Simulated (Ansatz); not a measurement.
# TaCu3TeSe2S: the cost of one run

Code: Ansatz 0.2.0. PAW datasets, plane waves, zero pressure. Spin-unpolarised throughout; all numbers are computed.

## 1. The cell

The symmetry is Cm (No. 8, monoclinic); a = 8.142 Å, b = 8.159 Å, c = 5.766 Å, β = 91.6° in the conventional setting, 23.93 Å³ an atom. Ta has 1 S at 2.33 Å and 2 Se at 2.46 Å and 1 Te at 2.66 Å; Cu has 1 S at 2.36 Å and 2 Se at 2.49 Å and 1 Te at 2.66 Å; Cu has 1 S at 2.37 Å and 2 Se at 2.47–2.51 Å and 1 Te at 2.63 Å; Te has 3 Cu at 2.63–2.66 Å and 1 Ta at 2.66 Å; Se has 1 Ta at 2.46 Å and 3 Cu at 2.47–2.51 Å.

Coordinates:

```
Ta Cu Te Se S
1.0
     4.07103   -4.07934    0.00000
     4.07103    4.07934    0.00000
    -0.16426    0.00000    5.76411
Ta Cu Te Se S
1 3 1 2 1
Direct
  0.00283 0.00283 0.00065
  0.01210 0.01210 0.50150
  0.49503 0.01207 0.00049
  0.01207 0.49503 0.00049
  0.73291 0.73291 0.72875
  0.75902 0.25170 0.24767
  0.25170 0.75902 0.24767
  0.23434 0.23434 0.77278
```

## 2. Relaxing with PBE

input.yaml

```yaml
crystal:
  lattice:
    - [4.0710278046, -4.0793372044, 0.0]
    - [4.0710278046, 4.0793372044, 0.0]
    - [-0.1642600735, 0.0, 5.7641114027]
  atoms:
    - { symbol: Ta, position: [0.002832, 0.002832, 0.000651] }
    - { symbol: Cu, position: [0.012103, 0.012103, 0.501496] }
    - { symbol: Cu, position: [0.495031, 0.012066, 0.000495] }
    - { symbol: Cu, position: [0.012066, 0.495031, 0.000495] }
    - { symbol: Te, position: [0.732911, 0.732911, 0.728753] }
    - { symbol: Se, position: [0.759019, 0.251697, 0.247666] }
    - { symbol: Se, position: [0.251697, 0.759019, 0.247666] }
    - { symbol: S, position: [0.234342, 0.234342, 0.77278] }
kpoints:
  mp_grid: { grid: [4, 4, 4] }
hamiltonian:
  xc: pbe
scf:
  occupations: { method: fermi_dirac, width: 0.02 }
relax:
  f_tol: 0.005
  cell: {}
```

Run with:

```
$ ansatz run input.yaml --threads 4 --pin off --max-ram 5529MiB --backend cpu --events-out ev --progress --plain --runs-dir out
```

What time and memory should one allow on 4 threads of Arm Neoverse V1, shared host?

About 66 s, with a peak of 0.8 GiB.
